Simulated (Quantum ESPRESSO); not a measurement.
GdO:

```xyz
2
Lattice="2.8018 0.0000 0.0000 0.0000 2.8018 0.0000 0.0000 0.0000 2.8018" Properties=species:S:1:pos:R:3 pbc="T T T"
Gd    0.0000    0.0000    0.0000
O     1.4009    1.4009    1.4009
```

The cell comes from a database or a generator and needn't be the stable form of this composition.

Program: Quantum ESPRESSO 7.5. Alike in all runs: task single point; level PBE+U; potentials or basis SSSP 1.3 efficiency PBE; spin collinear, ferromagnetic start; cell as given; k mesh 7 × 7 × 7; cutoff (eV) 748; smearing gaussian 0.05 eV.

Task: Order these runs on this cell by their pressure, lowest first.
A. U Gd f U = 5 eV
B. U Gd f U = 8 eV
C. U Gd f U = 1 eV
D. U Gd f U = 3 eV

Result: C (51.6 GPa), D (53.8 GPa), A (56.5 GPa), B (58.3 GPa).

Caveats: a pressure of tens of GPa on the cell as given is suspect, and the run, the potentials or the cell itself is likely at fault; a cell with one magnetic atom can't hold antiferromagnetic order, which such compounds often take.
